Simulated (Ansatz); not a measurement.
# C₂H₆ClF₃O₂W: basis-set convergence

An exercise on one series of results from a longer session: the logs are not shown, and one member is left open.

Program: Ansatz 0.2.0, Gaussian basis. Level of theory: one geometry, several basis sets. These are calculated values, not measurements.

Plan: PBE0-D4/def2-SVP; ωB97M-V/def2-SVP; PBE0-D4/def2-QZVPP; ωB97M-V/def2-QZVPP; the functionals' def2-TZVPP values are taken from earlier runs.

1 further run of the same task is left out (for a known fault of the program). Runs told in other sessions of the task aren't counted.

## The relaxed structure

An earlier PBE0-D4 in a triple-zeta def2 set relaxation fixed the geometry. W takes the def2 core potential; no spin-orbit term is included.

SMILES `C[O][W]([F])([F])([F])([Cl])[O]C`, 15 atoms, charge 0, spin multiplicity 1.

Atoms are counted from 1 here; the program's logs count them from 0.

Bond lengths: C1–O2 1.397 Å, C1–H10 1.094 Å, C1–H11 1.093 Å, C1–H12 1.091 Å, O2–W3 1.826 Å, W3–F4 1.863 Å, W3–F5 1.870 Å, W3–F6 1.870 Å, W3–Cl7 2.337 Å, W3–O8 1.826 Å, O8–C9 1.397 Å, C9–H13 1.091 Å, C9–H14 1.093 Å, C9–H15 1.094 Å. Angles: O2–C1–H10 108.4°, O2–C1–H11 109.4°, O2–C1–H12 109.1°, H10–C1–H11 109.5°, H10–C1–H12 110.0°, H11–C1–H12 110.3°, C1–O2–W3 145.0°, O2–W3–F4 93.4°, O2–W3–F5 88.8°, O2–W3–F6 173.0°, O2–W3–Cl7 89.4°, O2–W3–O8 97.4°, F4–W3–F5 89.2°, F4–W3–F6 89.2°, F4–W3–Cl7 175.8°, F4–W3–O8 93.4°, F5–W3–F6 84.8°, F5–W3–Cl7 87.7° and more.

Set-up of the first run:

File in.yaml:

```yaml
crystal:
  periodic: [false, false, false]
  atoms:
    - {symbol: C, position_ang: [2.071598, 0.071989, -1.834331]}
    - {symbol: O, position_ang: [0.852910, -0.161239, -1.191593]}
    - {symbol: W, position_ang: [-0.512010, 0.603866, -0.250208]}
    - {symbol: F, position_ang: [-1.788347, 0.175141, -1.538357]}
    - {symbol: F, position_ang: [-0.181041, 2.209347, -1.149388]}
    - {symbol: F, position_ang: [-1.809259, 1.585939, 0.670736]}
    - {symbol: Cl, position_ang: [1.027016, 1.300408, 1.365306]}
    - {symbol: O, position_ang: [-0.918848, -0.840705, 0.789944]}
    - {symbol: C, position_ang: [-1.388294, -1.258177, 2.038109]}
    - {symbol: H, position_ang: [2.838766, 0.237351, -1.072061]}
    - {symbol: H, position_ang: [1.985920, 0.959987, -2.465606]}
    - {symbol: H, position_ang: [2.329409, -0.798353, -2.439176]}
    - {symbol: H, position_ang: [-1.623524, -2.322386, 1.994284]}
    - {symbol: H, position_ang: [-2.279810, -0.683882, 2.302204]}
    - {symbol: H, position_ang: [-0.604485, -1.079285, 2.780138]}
basis:
  gaussian: {orbitals: def2-SVP}
hamiltonian: {xc: pbe0, dispersion: d4}
output: {orbitals: {seedname: orbitals}}
```

Command:

```console
ansatz run in.yaml --threads 4 --pin off --events-out ev --progress --plain --max-ram 46080MiB --backend cpu
```

Among the steps run: PBE0-D4 in def2-SVP; ωB97M-V in def2-SVP; PBE0-D4 in def2-QZVPP; ωB97M-V in def2-QZVPP.

One of the session's tables, all rows but one given; the rest of the session is left out.

It belongs to the step «Density functionals: the series». 

| functional | basis | HOMO (eV) | LUMO (eV) |
| --- | --- | --- | --- |
| PBE0-D4 | def2-SVP | -8.82 | -3.28 |
| PBE0-D4 | def2-TZVPP | ? | ? |
| PBE0-D4 | def2-QZVPP | -8.87 | -3.22 |
| ωB97M-V | def2-SVP | -11.07 | -1.22 |
| ωB97M-V | def2-TZVPP | -11.12 | -1.12 |
| ωB97M-V | def2-QZVPP | -11.16 | -1.17 |

Estimate the missing values for PBE0-D4, def2-TZVPP.

As computed: HOMO (eV): -8.84; LUMO (eV): -3.19. In the column «HOMO (eV)» it lies between PBE0-D4, def2-QZVPP (-8.87) and PBE0-D4, def2-SVP (-8.82).
